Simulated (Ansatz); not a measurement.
# C₃H₉InO₂: vertical ionisation energy

How much energy removes an electron from C₃H₉InO₂ at fixed geometry? The cation is run at each level and the neutral's energy taken from earlier runs.

Program: Ansatz 0.2.0, Gaussian basis. Level of theory: unrestricted cation, the program's frozen cores in correlated methods. These are calculated values, not measurements.

Levels to be run: UKS PBE-D4/def2-TZVPP; UKS r2SCAN-D4/def2-TZVPP; UKS PBE0-D4/def2-TZVPP; UKS B3LYP-D4/def2-TZVPP; UKS wB97X-V/def2-TZVPP; UKS wB97M-V/def2-TZVPP; UKS B2PLYP/def2-TZVPP; UHF-CCSD(T)/def2-TZVPP; UHF-MP2/def2-QZVPP; extrapolation to the limit; then −ε(HOMO) from the neutral's earlier runs with LDA (SPW92), PBE-D4, revPBE-D4, BLYP-D4, r2SCAN-D4, B97M-V, PBE0-D4, B3LYP-D4, r2SCANh-D4, r2SCAN0-D4, HSE06-D4, BHLYP-D4, CAM-B3LYP-D4, LC-ωPBE, ωB97X-V, ωB97M-V.

### Step 1. The geometry

All runs share one geometry, relaxed beforehand with PBE0-D4 in a triple-zeta def2 set. In takes the def2 core potential; no spin-orbit term is included.

SMILES `C[O][In]([CH3])[O]C`, 15 atoms, charge 0, spin multiplicity 1.

Atoms are counted from 1 here; the program's logs count them from 0.

Bond lengths: C1–O2 1.400 Å, C1–H7 1.096 Å, C1–H8 1.099 Å, C1–H9 1.098 Å, O2–In3 1.987 Å, In3–C4 2.122 Å, In3–O5 1.987 Å, C4–H10 1.089 Å, C4–H11 1.089 Å, C4–H12 1.090 Å, O5–C6 1.400 Å, C6–H13 1.098 Å, C6–H14 1.099 Å, C6–H15 1.096 Å. Angles: O2–C1–H7 108.7°, O2–C1–H8 112.6°, O2–C1–H9 113.2°, H7–C1–H8 107.3°, H7–C1–H9 107.3°, H8–C1–H9 107.5°, C1–O2–In3 126.7°, O2–In3–C4 122.2°, O2–In3–O5 115.3°, C4–In3–O5 122.5°, In3–C4–H10 109.4°, In3–C4–H11 109.6°, In3–C4–H12 109.3°, H10–C4–H11 110.0°, H10–C4–H12 108.9°, H11–C4–H12 109.7°, In3–O5–C6 126.6°, O5–C6–H13 113.2° and more.

Coordinates:

```
C    -2.3039   -0.0902    0.2627
O    -1.2878   -1.0522    0.2361
In    0.6551   -0.7215   -0.0198
C     2.0732   -2.2989   -0.0655
O     1.1713    1.1858   -0.2298
C     0.3140    2.2917   -0.1986
H    -3.2426   -0.5779    0.5509
H    -2.4669    0.3788   -0.7174
H    -2.1182    0.7147    0.9864
H     2.8564   -2.1024    0.6659
H     1.5783   -3.2408    0.1641
H     2.5216   -2.3513   -1.0574
H    -0.5278    2.2064   -0.8988
H    -0.1056    2.4719    0.8008
H     0.8830    3.1858   -0.4797
```

### Step 2. Cation, UKS PBE-D4/def2-TZVPP

in.yaml

```yaml
crystal:
  periodic: [false, false, false]
  atoms:
    - {symbol: C, position_ang: [-2.303888, -0.090207, 0.262688]}
    - {symbol: O, position_ang: [-1.287762, -1.052204, 0.236145]}
    - {symbol: In, position_ang: [0.655086, -0.721485, -0.019816]}
    - {symbol: C, position_ang: [2.073173, -2.298858, -0.065499]}
    - {symbol: O, position_ang: [1.171315, 1.185829, -0.229841]}
    - {symbol: C, position_ang: [0.313963, 2.291667, -0.198569]}
    - {symbol: H, position_ang: [-3.242638, -0.577940, 0.550911]}
    - {symbol: H, position_ang: [-2.466938, 0.378847, -0.717383]}
    - {symbol: H, position_ang: [-2.118248, 0.714719, 0.986436]}
    - {symbol: H, position_ang: [2.856419, -2.102445, 0.665889]}
    - {symbol: H, position_ang: [1.578271, -3.240814, 0.164128]}
    - {symbol: H, position_ang: [2.521607, -2.351265, -1.057350]}
    - {symbol: H, position_ang: [-0.527783, 2.206435, -0.898846]}
    - {symbol: H, position_ang: [-0.105608, 2.471933, 0.800788]}
    - {symbol: H, position_ang: [0.883022, 3.185787, -0.479680]}
basis:
  gaussian: {orbitals: def2-TZVPP}
total_charge: 1
magnetization: {spin_polarized: true, initial_magnetization: 1}
hamiltonian: {xc: pbe, dispersion: d4}
```

The run is started by

```console
> ansatz run in.yaml --threads 2 --pin off --events-out ev --progress --plain --max-ram 32768MiB --backend cuda --devices 0, --max-vram 18GiB
```

Output:

```text
Functional definition: PBE
  name "PBE"
  cite "Perdew, Burke & Ernzerhof, Phys. Rev. Lett. 77, 3865 (1996) doi:10.1103/PhysRevLett.77.3865"
  parent pbe
  parameter kappa = 0.804
  parameter beta = 0.06672455060314922
  exchange = pbe_x(kappa = kappa, mu = beta*pi^2/3)
  correlation = pbe_c(beta = beta)
1761 factors; their error is unknown
mean field evaluation 1: about -12472.2628 eV, gradient 9.5e1 eV
mean field evaluation 2: about -12147.7989 eV, gradient 2.3e2 eV
mean field evaluation 4: about -12500.7368 eV, gradient 4.9e1 eV
mean field evaluation 8: about -12509.2877 eV, gradient 1.9e1 eV
mean field evaluation 16: about -12511.2449 eV, gradient 7.5e0 eV
mean field evaluation 32: about -12511.3435 eV, gradient 5.6e0 eV
mean field evaluation 64: about -12511.4062 eV, gradient 5.3e0 eV
mean field -12511.52822188 eV, -459.7901815356 hartree, gradient 7.5e-6 eV, S^2 0.754778; 8 other end points of the search recorded, 0 dependent functions left out
reference -12511.52827847 eV, -459.7901836155 hartree; 32, 31 occupied and 299, 300 virtual orbitals, 1761 factors
Total energy: -12511.78113261 eV, -459.7994758335 hartree
```

Run time: 20 s. Hardware: 1 × H100 (card shared with other runs) with 2 threads of AMD EPYC 7R13, shared host; peak host memory 0.95 GiB.

The neutral molecule at this level: -12520.2928 eV. Difference: 8.512 eV. ⟨S²⟩ = 0.755.

### Step 3. Cation, UKS r2SCAN-D4/def2-TZVPP

in.yaml: that of step 2 with these lines changed.

```diff
@@ -22,2 +22,2 @@
 magnetization: {spin_polarized: true, initial_magnetization: 1}
-hamiltonian: {xc: pbe, dispersion: d4}
+hamiltonian: {xc: r2scan, dispersion: d4}
```

The command is unchanged.

Output (excerpt; [...] marks lines left out):

```text
Functional definition: r2SCAN
  name "r2SCAN"
  cite "Furness, Kaplan, Ning, Perdew & Sun, J. Phys. Chem. Lett. 11, 8208 (2020) doi:10.1021/acs.jpclett.0c02405"
  cite "Furness, Kaplan, Ning, Perdew & Sun, J. Phys. Chem. Lett. 11, 9248 (2020) doi:10.1021/acs.jpclett.0c03077"
  parent r2scan
[...]
the host takes the grids with the factors
1761 factors; their error is unknown
[...]
mean field -12518.14915507 eV, -460.0334963427 hartree, gradient 8.5e-7 eV, S^2 0.760295; 8 other end points of the search recorded, 0 dependent functions left out
reference -12518.14917547 eV, -460.0334970924 hartree; 32, 31 occupied and 299, 300 virtual orbitals, 1761 factors
Total energy: -12518.21507861 eV, -460.0359189880 hartree
```

It took 3 min on 1 × H100 (card shared with other runs) with 2 threads of AMD EPYC 7R13, shared host; peak host memory 2.1 GiB.

Less the neutral's -12526.8672 eV (earlier run), this gives 8.652 eV. ⟨S²⟩ = 0.760.

### Step 4. Cation, UKS PBE0-D4/def2-TZVPP

in.yaml: that of step 3 with these lines changed.

```diff
@@ -22,2 +22,2 @@
 magnetization: {spin_polarized: true, initial_magnetization: 1}
-hamiltonian: {xc: r2scan, dispersion: d4}
+hamiltonian: {xc: pbe0, dispersion: d4}
```

The command is unchanged.

Output (excerpt; [...] marks lines left out):

```text
Functional definition: PBE0
  name "PBE0"
  cite "Adamo & Barone, J. Chem. Phys. 110, 6158 (1999) doi:10.1063/1.478522"
  cite "Perdew, Burke & Ernzerhof, Phys. Rev. Lett. 77, 3865 (1996) doi:10.1103/PhysRevLett.77.3865"
  parent pbe
[...]
1854 factors; their error is unknown
[...]
mean field -12511.49288031 eV, -459.7888827570 hartree, gradient 4.7e-6 eV, S^2 0.778014; 6 other end points of the search recorded, 0 dependent functions left out
reference -12511.49291891 eV, -459.7888841755 hartree; 32, 31 occupied and 299, 300 virtual orbitals, 1854 factors
Total energy: -12511.70972909 eV, -459.7968518025 hartree
```

Wall time 22 s (1 × H100 (card shared with other runs) with 2 threads of AMD EPYC 7R13, shared host); peak host memory 0.96 GiB.

Less the neutral's -12520.6577 eV (earlier run), this gives 8.948 eV. ⟨S²⟩ = 0.778.

### Step 5. Cation, UKS B3LYP-D4/def2-TZVPP

in.yaml: that of step 4 with these lines changed.

```diff
@@ -22,2 +22,2 @@
 magnetization: {spin_polarized: true, initial_magnetization: 1}
-hamiltonian: {xc: pbe0, dispersion: d4}
+hamiltonian: {xc: {name: B3LYP}, dispersion: d4}
```

The command is unchanged.

Output (excerpt; [...] marks lines left out):

```text
Functional definition: B3LYP
  name "B3LYP"
  cite "Stephens, Devlin, Chabalowski & Frisch, J. Phys. Chem. 98, 11623 (1994) doi:10.1021/j100096a001"
  cite "Becke, Phys. Rev. A 38, 3098 (1988) doi:10.1103/PhysRevA.38.3098"
  cite "Lee, Yang & Parr, Phys. Rev. B 37, 785 (1988) doi:10.1103/PhysRevB.37.785"
  cite "Vosko, Wilk & Nusair, Can. J. Phys. 58, 1200 (1980) doi:10.1139/p80-159"
[...]
1838 factors; their error is unknown
[...]
mean field -12522.12915998 eV, -460.1797588252 hartree, gradient 4.5e-6 eV, S^2 0.772020; 4 other end points of the search recorded, 0 dependent functions left out
reference -12522.12947453 eV, -460.1797703849 hartree; 32, 31 occupied and 299, 300 virtual orbitals, 1838 factors
Total energy: -12522.53390262 eV, -460.1946328429 hartree
```

Wall time 22 s (1 × H100 (card shared with other runs) with 2 threads of AMD EPYC 7R13, shared host); peak host memory 0.96 GiB.

Less the neutral's -12531.4981 eV (earlier run), this gives 8.964 eV. ⟨S²⟩ = 0.772.

### Step 6. Cation, UKS wB97X-V/def2-TZVPP

in.yaml: that of step 5 with these lines changed.

```diff
@@ -22,2 +22,2 @@
 magnetization: {spin_polarized: true, initial_magnetization: 1}
-hamiltonian: {xc: {name: B3LYP}, dispersion: d4}
+hamiltonian: {xc: {name: wB97X-V}}
```

Launched as before.

Output (excerpt; [...] marks lines left out):

```text
Functional definition: wB97X-V
  name "wB97X-V"
  cite "Mardirossian & Head-Gordon, Phys. Chem. Chem. Phys. 16, 9904 (2014) doi:10.1039/C3CP54374A"
  cite "Becke, J. Chem. Phys. 107, 8554 (1997) doi:10.1063/1.475007"
  cite "Vydrov & Van Voorhis, J. Chem. Phys. 133, 244103 (2010) doi:10.1063/1.3521275"
[...]
      + integral(e_c_pw_opposite_spin*poly(b97_u_opposite, cos0, cos1)) + vv10(b, c)
1825 factors; their error is unknown
447 factors; integrals over basis functions are off by at most 8.7e-6 eV
[...]
mean field -12516.72158386 eV, -459.9810340682 hartree, gradient 4.5e-6 eV, S^2 0.788652; 6 other end points of the search recorded, 0 dependent functions left out
reference -12516.72158129 eV, -459.9810339737 hartree; 32, 31 occupied and 299, 300 virtual orbitals, 1825 factors
Total energy: -12516.72158129 eV, -459.9810339737 hartree
```

It took 35 s on 1 × H100 (card shared with other runs) with 2 threads of AMD EPYC 7R13, shared host; peak host memory 1.1 GiB.

The neutral molecule at this level: -12526.0744 eV. Difference: 9.353 eV. ⟨S²⟩ = 0.789.

### Step 7. Cation, UKS wB97M-V/def2-TZVPP

in.yaml: that of step 6 with these lines changed.

```diff
@@ -22,2 +22,2 @@
 magnetization: {spin_polarized: true, initial_magnetization: 1}
-hamiltonian: {xc: {name: wB97X-V}}
+hamiltonian: {xc: {name: wB97M-V}}
```

Same command.

Output (excerpt; [...] marks lines left out):

```text
Functional definition: wB97M-V
  name "wB97M-V"
  cite "Mardirossian & Head-Gordon, J. Chem. Phys. 144, 214110 (2016) doi:10.1063/1.4952647"
  cite "Becke, J. Chem. Phys. 107, 8554 (1997) doi:10.1063/1.475007"
  cite "Vydrov & Van Voorhis, J. Chem. Phys. 133, 244103 (2010) doi:10.1063/1.3521275"
  # Of w^i u^j: cxij and so on, Table III.
[...]
  gx(w, u) = 1 - cx + cx01*u + cx10*w
  gss(w, u) = css00 + css04*u^4 + css10*w + css20*w^2 + css43*w^4*u^3
  gos(w, u) = cos00 + cos10*w + (cos20 + cos21*u)*w^2 + (cos60 + cos61*u)*w^6
[...]
      + integral(e_c_pw_mod_opposite_spin*gos(b97_w_opposite, b97_u_opposite)) + vv10(b, c)
1797 factors; their error is unknown
447 factors; integrals over basis functions are off by at most 8.7e-6 eV
[...]
mean field -12514.92034511 eV, -459.9148397650 hartree, gradient 2.8e-6 eV, S^2 0.785420; 6 other end points of the search recorded, 0 dependent functions left out
reference -12514.92040978 eV, -459.9148421418 hartree; 32, 31 occupied and 299, 300 virtual orbitals, 1797 factors
Total energy: -12514.92040978 eV, -459.9148421418 hartree
```

Wall time 35 s (1 × H100 (card shared with other runs) with 2 threads of AMD EPYC 7R13, shared host); peak host memory 1.2 GiB.

Less the neutral's -12524.2570 eV (earlier run), this gives 9.337 eV. ⟨S²⟩ = 0.785.

### Step 8. Cation, UKS B2PLYP (frozen core)/def2-TZVPP

in.yaml: that of step 7 with these lines changed.

```diff
@@ -22,2 +22,2 @@
 magnetization: {spin_polarized: true, initial_magnetization: 1}
-hamiltonian: {xc: {name: wB97M-V}}
+hamiltonian: {xc: {name: B2PLYP}}
```

The command is unchanged.

Output (excerpt; [...] marks lines left out):

```text
Functional definition: B2PLYP
  name "B2PLYP"
  cite "Grimme, J. Chem. Phys. 124, 034108 (2006) doi:10.1063/1.2148954"
  cite "Becke, Phys. Rev. A 38, 3098 (1988) doi:10.1103/PhysRevA.38.3098"
  cite "Lee, Yang & Parr, Phys. Rev. B 37, 785 (1988) doi:10.1103/PhysRevB.37.785"
[...]
2140 factors; integrals over basis functions are off by at most 8.8e-4 eV
[...]
mean field -12496.88630313 eV, -459.2521009463 hartree, gradient 2.4e-6 eV, S^2 0.828694; 8 other end points of the search recorded, 0 dependent functions left out
9 core orbitals not correlated: weight in the atoms' cores, before any rotation towards them, 1.000 or more for the frozen orbitals, at most 0.000 for the correlated occupied ones
reference -12496.88649944 eV, -459.2521081604 hartree; 23, 22 occupied and 299, 300 virtual orbitals, 2140 factors
second order -42.07837967 eV of doubles, -0.00000000 eV of singles
Total energy: -12508.24766195 eV, -459.6696231819 hartree
```

It took 44 s on 1 × H100 (card shared with other runs) with 2 threads of AMD EPYC 7R13, shared host; peak host memory 1.5 GiB.

The neutral molecule at this level: -12517.3834 eV. Difference: 9.136 eV. ⟨S²⟩ = 0.829.

### Step 9. Cation, UHF-CCSD(T)/def2-TZVPP

in.yaml: that of step 8 with these lines changed.

```diff
@@ -22,2 +22,3 @@
 magnetization: {spin_polarized: true, initial_magnetization: 1}
-hamiltonian: {xc: {name: B2PLYP}}
+correlation: {method: ccsd_t}
+scf: {omitted_lower_state_checks: [cluster_reference]}
```

Launched as before.

Output (excerpt; [...] marks lines left out):

```text
Functional definition: HF
  name "HF"
  cite "Fock, Z. Phys. 61, 126 (1930) doi:10.1007/BF01340294"
  parent pbe
[...]
2140 factors; integrals over basis functions are off by at most 8.8e-4 eV
[...]
mean field -12451.55159617 eV, -457.5860811946 hartree, gradient 3.1e-6 eV, S^2 0.761471; 14 other end points of the search recorded, 0 dependent functions left out
9 core orbitals not correlated: weight in the atoms' cores, before any rotation towards them, 1.000 or more for the frozen orbitals, at most 0.000 for the correlated occupied ones
reference -12451.55159617 eV, -457.5860811946 hartree; 23, 22 occupied and 299, 300 virtual orbitals, 2140 factors
second order -33.54943849 eV of doubles, -0.00000000 eV of singles
cycle   1  -33.75536593 eV  change   -2.1e-1 eV  update   1.5e-1
[...]
cycle  27  -34.89293897 eV  change   -5.2e-5 eV  update   2.8e-5
perturbative correction -1.30345169 eV, -0.0479009662 hartree
Total energy: -12487.74798684 eV, -458.9162740167 hartree
Checks for a lower state left out: cluster_reference
```

Run time: 3.7 min. Hardware: 1 × H100 (card shared with other runs) with 2 threads of AMD EPYC 7R13, shared host; peak host memory 1.5 GiB.

Less the neutral's -12497.2545 eV (earlier run), this gives 9.506 eV. ⟨S²⟩ = 0.761. T1 = 0.029 (report).

### Step 10. Cation, UHF-MP2/def2-QZVPP

in.yaml: that of step 9 with these lines changed.

```diff
@@ -19,6 +19,6 @@
 basis:
-  gaussian: {orbitals: def2-TZVPP}
+  gaussian: {orbitals: "def2-QZVPP.json"}
 total_charge: 1
 magnetization: {spin_polarized: true, initial_magnetization: 1}
-correlation: {method: ccsd_t}
+correlation: {method: mp2}
 scf: {omitted_lower_state_checks: [cluster_reference]}
```

The command is unchanged.

Output (excerpt; [...] marks lines left out):

```text
Functional definition: HF
  name "HF"
  cite "Fock, Z. Phys. 61, 126 (1930) doi:10.1007/BF01340294"
  parent pbe
[...]
3854 factors; integrals over basis functions are off by at most 1.1e-3 eV
[...]
mean field -12451.96237386 eV, -457.6011769959 hartree, gradient 3.2e-6 eV, S^2 0.761608; 14 other end points of the search recorded, 0 dependent functions left out
9 core orbitals not correlated: weight in the atoms' cores, before any rotation towards them, 1.000 or more for the frozen orbitals, at most 0.000 for the correlated occupied ones
reference -12451.96237386 eV, -457.6011769959 hartree; 23, 22 occupied and 605, 606 virtual orbitals, 3854 factors
second order -40.55970470 eV of doubles, -0.00000000 eV of singles
Total energy: -12492.52207856 eV, -459.0917186513 hartree
Checks for a lower state left out: cluster_reference
```

Run time: 68 s. Hardware: 1 × H100 (card shared with other runs) with 2 threads of AMD EPYC 7R13, shared host; peak host memory 1.4 GiB.

Less the neutral's -12502.5664 eV (earlier run), this gives 10.044 eV. ⟨S²⟩ = 0.762.

### Step 11. From triple and quadruple zeta to the limit

This step is arithmetic on the last runs, with X = 3 and 4: exp(−7.88√X) for Hartree-Fock, X^−2.97 for correlation; only MP2 was run in the larger set, so CCSD(T) minus MP2 is added from the smaller one.

| level | energy at the limit (eV) |
| --- | --- |
| HF | -12452.0190 |
| MP2 | -12497.7714 |
| CCSD | -12499.1149 |
| CCSD(T) | -12500.4184 |

This is no true limit for total energies: MP2 correlation changes by a factor of 1.21 from triple to quadruple zeta (about 1.07 in light molecules), because outer-core shells are correlated in sets not made for them. Much of that cancels between molecule and atoms or ions.

The neutral's limit, from its own earlier runs, is -12510.1178 eV in the additive form (MP2 limit plus CCSD(T) minus MP2 in triple zeta), in which the cation has -12500.4184 eV.

### Step 12. The ladder

| method | ionisation energy (eV) | from CCSD(T)/CBS (eV) | time |
| --- | --- | --- | --- |
| PBE-D4 | 8.51 | -1.19 | 22 s |
| r2SCAN-D4 | 8.65 | -1.05 | 3.1 min |
| PBE0-D4 | 8.95 | -0.75 | 27 s |
| B3LYP-D4 | 8.96 | -0.74 | 31 s |
| ωB97X-V | 9.35 | -0.35 | 51 s |
| ωB97M-V | 9.34 | -0.36 | 53 s |
| B2PLYP | 9.14 | -0.56 | 49 s |
| HF/def2-TZVPP | 8.13 | -1.57 |  |
| MP2/def2-TZVPP | 9.93 | +0.23 |  |
| CCSD/def2-TZVPP | 9.46 | -0.24 |  |
| CCSD(T)/def2-TZVPP | 9.51 | -0.19 | 4.1 min |
| CCSD(T)/CBS | 9.70 | 0 | 5.4 min |

Among the levels timed on like hardware and quicker than the yardstick, those that no quicker one beats, quickest first: PBE-D4 (22 s, -1.19 eV); PBE0-D4 (27 s, -0.75 eV); B3LYP-D4 (31 s, -0.74 eV); B2PLYP (49 s, -0.56 eV); ωB97X-V (51 s, -0.35 eV); CCSD(T)/def2-TZVPP (4.1 min, -0.19 eV).

Times add the cation's run and the neutral's; HF, MP2 and CCSD come out of the CCSD(T) runs.

For comparison, −ε(HOMO) of the neutral from earlier runs:

| functional | −ε(HOMO) (eV) | by energy difference (eV) |
| --- | --- | --- |
| LDA (SPW92) | 5.80 |  |
| PBE-D4 | 5.63 | 8.51 |
| revPBE-D4 | 5.57 |  |
| BLYP-D4 | 5.55 |  |
| r2SCAN-D4 | 5.93 | 8.65 |
| B97M-V | 6.05 |  |
| PBE0-D4 | 7.15 | 8.95 |
| B3LYP-D4 | 6.92 | 8.96 |
| r2SCANh-D4 | 6.51 |  |
| r2SCAN0-D4 | 7.35 |  |
| HSE06-D4 | 6.74 |  |
| BHLYP-D4 | 8.57 |  |
| CAM-B3LYP-D4 | 8.57 |  |
| LC-ωPBE | 9.88 |  |
| ωB97X-V | 9.56 | 9.35 |
| ωB97M-V | 9.50 | 9.34 |

### Step 13. Outcome

| quantity | value |
| --- | --- |
| ionisation energy, CCSD(T)/CBS | 9.70 eV |
| nearest functional by difference | ωB97X-V (-0.35 eV) |
| nearest −ε(HOMO) | ωB97X-V (-0.14 eV) |
| −ε(HOMO) of PBE | 5.63 eV |
| T1 of the cation | 0.029 |

In words: By cation minus neutral, the functionals miss by 1.19 eV at most. The PBE orbital energy is 4.1 eV too small: a semilocal HOMO is no ionisation energy. Among orbital estimates ωB97X-V comes nearest. Hartree-Fock falls 1.57 eV short, as the neutral has more correlation energy than the cation. Correlated methods include outer-core shells of In, which these sets cover unevenly. With outer-core shells in play the reference is unsure by up to some tenths of an eV, so close misses can't be ranked.

CCSD(T)/def2-TZVPP reaches 0.19 eV from the reference in 4.1 min, where CCSD(T)/CBS took 5.4 min; the quickest level in the cost chart, PBE-D4, takes 22 s and misses by 1.19 eV.
